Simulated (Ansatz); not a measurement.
# C₃H₆AlCl₂N: small, medium and large basis sets

The task here is to estimate one member of a computed series from the others.

Method: one geometry, several basis sets; program: Ansatz 0.2.0, Gaussian basis.

The runs, in order: PBE0-D4/def2-SVP; ωB97M-V/def2-SVP; PBE0-D4/def2-QZVPP; ωB97M-V/def2-QZVPP; the functionals' def2-TZVPP values are taken from earlier runs.

**The geometry**

All runs share one geometry, relaxed beforehand with PBE0-D4 in a triple-zeta def2 set.

SMILES `CC#[N+][Al-]([CH3])([Cl])[Cl]`, 13 atoms, charge 0, spin multiplicity 1.

Atoms are counted from 1 here; the program's logs count them from 0.

Bond lengths: C1–C2 1.440 Å, C1–H8 1.091 Å, C1–H9 1.091 Å, C1–H10 1.091 Å, C2–N3 1.142 Å, N3–Al4 2.004 Å, Al4–C5 1.942 Å, Al4–Cl6 2.131 Å, Al4–Cl7 2.131 Å, C5–H11 1.094 Å, C5–H12 1.094 Å, C5–H13 1.094 Å. Angles: C2–C1–H8 109.7°, C2–C1–H9 109.4°, C2–C1–H10 109.4°, H8–C1–H9 109.4°, H8–C1–H10 109.4°, H9–C1–H10 109.4°, C1–C2–N3 179.5°, C2–N3–Al4 176.3°, N3–Al4–C5 104.9°, N3–Al4–Cl6 98.7°, N3–Al4–Cl7 98.7°, C5–Al4–Cl6 117.8°, C5–Al4–Cl7 117.8°, Cl6–Al4–Cl7 114.0°, Al4–C5–H11 110.6°, Al4–C5–H12 111.7°, Al4–C5–H13 111.7°, H11–C5–H12 107.2° and more.

Set-up of the first run:

Contents of in.yaml:

```yaml
crystal:
  periodic: [false, false, false]
  atoms:
    - {symbol: C, position_ang: [1.238420, -0.124107, 2.712376]}
    - {symbol: C, position_ang: [0.673083, 0.120532, 1.410834]}
    - {symbol: N, position_ang: [0.226535, 0.323874, 0.379437]}
    - {symbol: Al, position_ang: [-0.529098, 0.806861, -1.412852]}
    - {symbol: C, position_ang: [-1.137422, -0.874759, -2.169581]}
    - {symbol: Cl, position_ang: [-2.007164, 2.202572, -0.772740]}
    - {symbol: Cl, position_ang: [1.205807, 1.709429, -2.260149]}
    - {symbol: H, position_ang: [1.197992, -1.191063, 2.936848]}
    - {symbol: H, position_ang: [2.277007, 0.210653, 2.725320]}
    - {symbol: H, position_ang: [0.670621, 0.426968, 3.463913]}
    - {symbol: H, position_ang: [-1.568275, -0.716572, -3.162608]}
    - {symbol: H, position_ang: [-1.911082, -1.340661, -1.552115]}
    - {symbol: H, position_ang: [-0.316025, -1.588327, -2.283783]}
basis:
  gaussian: {orbitals: def2-SVP}
hamiltonian: {xc: pbe0, dispersion: d4}
output: {orbitals: {seedname: orbitals}}
```

Run with:

```
$ ansatz run in.yaml --threads 4 --pin off --events-out ev --progress --plain --max-ram 11315MiB
```

Among the steps run: PBE0-D4 in def2-SVP; ωB97M-V in def2-SVP; PBE0-D4 in def2-QZVPP; ωB97M-V in def2-QZVPP.

One table of the session follows, with a row left open; its other results are not shown here.

It belongs to the step «Functionals by basis». 

| functional | basis | HOMO (eV) |
| --- | --- | --- |
| PBE0-D4 | def2-SVP | ? |
| PBE0-D4 | def2-TZVPP | -7.61 |
| PBE0-D4 | def2-QZVPP | -7.65 |
| ωB97M-V | def2-SVP | -9.65 |
| ωB97M-V | def2-TZVPP | -9.83 |
| ωB97M-V | def2-QZVPP | -9.87 |

Q: Estimate the row for PBE0-D4, def2-SVP from the others.

**Answer.** HOMO (eV): -7.47. In the column «HOMO (eV)» it is the highest.
